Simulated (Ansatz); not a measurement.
**C2H4SSe: rigid scan of one bond length from a Python script**

The task is a rigid scan of one bond length, for C2H4SSe. SMILES: CSC=[Se].

Computed with Ansatz 0.2.0, driven from Python. Level of theory: CAM-B3LYP/def2-SVP.

### 1 The system

Bond lengths: C1–S2 1.818 Å, S2–C3 1.792 Å, C3–Se4 1.782 Å, C1–H5 1.110 Å, C1–H6 1.109 Å, C1–H7 1.110 Å, C3–H8 1.084 Å. Angles: C1–S2–C3 93.4°, S2–C1–H5 110.1°, S2–C1–H6 109.1°, S2–C1–H7 110.1°, H5–C1–H6 108.9°, H5–C1–H7 109.8°, H6–C1–H7 108.9°, S2–C3–Se4 164.1°, S2–C3–H8 120.0°, Se4–C3–H8 75.9°.

The script holds or builds the structure itself.

### 2 The script

Input file c2h4sse.py:

```python
'''Stretching a bond of C2H4SSe, the rest held rigid.'''

import ansatz as az
from ase import Atoms
import numpy as np

atoms = Atoms(['C', 'S', 'C', 'Se', 'H', 'H', 'H', 'H'], positions=[
    (-1.2117, -0.3318, 0.0858),
    (0.1018, -0.8953, -1.0385),
    (1.3083, 0.2517, -0.3759),
    (2.325, 1.6824, -0.0696),
    (-1.4186, 0.7463, -0.0796),
    (-2.136, -0.9105, -0.1177),
    (-0.908, -0.4984, 1.1406),
    (1.9392, -0.0444, 0.455),
])
mol = az.Crystal.molecule_from_ase(atoms)

symbols = [site.symbol for site in mol.cartesian_sites]
start = np.array([site.position_ang for site in mol.cartesian_sites])
axis = (start[3] - start[2]) / np.linalg.norm(start[3] - start[2])
moving = [3]
lengths, energies = [1.51, 1.64, 1.78, 1.96, 2.23, 2.67, 3.21, 3.92], []
for length in lengths:
    xyz = start.copy()
    xyz[moving] += (length - np.linalg.norm(start[3] - start[2])) * axis
    point = az.Crystal.molecule()
    for symbol, place in zip(symbols, xyz):
        point = point.atom(symbol, place.tolist())
    job = (
        point.calculation()
        .basis(gaussian='def2-SVP')
        .functional('cam_b3lyp')
        .accuracy('medium')
        .scf(lower_state_search='off')
        .spin('collinear')
    )
    data = job.run(threads=1, pin='off').report
    energies.append(data['free_energy_ev'])
    print(f'r = {length:6.3f} A  E = {energies[-1]:.5f} eV  <S^2> = {abs(data["mean_field"]["state"]["spin_squared"]):.3f}')

print('energy above the lowest point (eV):', [round(e - min(energies), 3) for e in energies])
```

### 3 The input behind the calls

The engine receives this input (first run):

```yaml
crystal:
  periodic: [false, false, false]
  atoms:
    - { symbol: C, position_ang: [-1.2117, -0.3318, 0.0858] }
    - { symbol: S, position_ang: [0.1018, -0.8953, -1.0385] }
    - { symbol: C, position_ang: [1.3083, 0.2517, -0.3759] }
    - { symbol: Se, position_ang: [2.1699658327836064, 1.4642359564901204, -0.11630695919974564] }
    - { symbol: H, position_ang: [-1.4186, 0.7463, -0.0796] }
    - { symbol: H, position_ang: [-2.136, -0.9105, -0.1177] }
    - { symbol: H, position_ang: [-0.908, -0.4984, 1.1406] }
    - { symbol: H, position_ang: [1.9392, -0.0444, 0.455] }
accuracy: medium
basis:
  gaussian:
    orbitals: def2-SVP
hamiltonian:
  xc: cam_b3lyp
magnetization:
  spin_polarized: true
scf:
  lower_state_search: "off"
```

### 4 The run

Command:

```
> python c2h4sse.py
```

Q: Predict the main results. Wanted: range of energy; lowest point, distance.

As calculated:

| quantity | value |
| --- | --- |
| runs compared | 8 |
| range of energy | 4.230 eV |
| lowest point, distance (Å) | 1.78 |

**Reading.** The lowest point, at 1.78, lies inside the range. The ends stand 2.38 and 2.99 eV above it. The distance scanned is the script's pair 2, 3. <S²> moves from 0.00 to 1.93: along the scan the mean field breaks spin symmetry. Caveats:
- The rest of the molecule is held rigid at a force-field or estimated start geometry, and the basis set is modest; single-reference methods fail as a bond breaks.
